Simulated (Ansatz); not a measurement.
A run of Ansatz 0.2.0 is set up as follows.

The input input.yaml:

```yaml
crystal:
  lattice:
    - [3.7661587154, 0.0, 0.0]
    - [-1.8830793577, 3.2615891222, 0.0]
    - [0.0, 0.0, 6.234445]
  atoms:
    - { symbol: Se, position: [0.340649, 0.670481, 0.00928] }
    - { symbol: As, position: [0.659401, 0.3308, 0.498566] }
    - { symbol: Cr, position: [-0.006844, 0.000626, 0.250207], spin: 3.0 }
    - { symbol: Cr, position: [0.009023, 0.008203, 0.740053], spin: 3.0 }
hamiltonian:
  xc: pbe
  pseudopotentials: { kind: paw }
magnetization:
  spin_polarized: true
kpoints:
  mp_grid: { grid: [8, 8, 5] }
scf:
  occupations: { method: fermi_dirac, width: 0.05 }
output:
  forces: true
  stress: true
  eigenvalues: true
```

Potentials or basis: Ansatz PAW.

The run is started by

```console
$ ansatz run input.yaml --threads 2 --pin off --max-ram 5120MiB --backend cpu --events-out ev --progress --plain --runs-dir out
```

Question: Predict the largest force.

Answer: 0.569 eV/Å.

Question: Estimate the pressure.

Answer: -5.3 GPa.

Question: What does it give for the site moments?

Answer: Se -0.09; As -0.21; Cr +3.23, +3.28 μB.

Forces in eV/Å, atoms in the order of the input:
```
Se  -0.128 -0.023 -0.317
As   0.121  0.113  0.016
Cr   0.082 -0.006  0.563
Cr  -0.075 -0.084 -0.262
```

Caveat: only a ferromagnetic start was run, and an antiferromagnetic order may lie lower in energy.
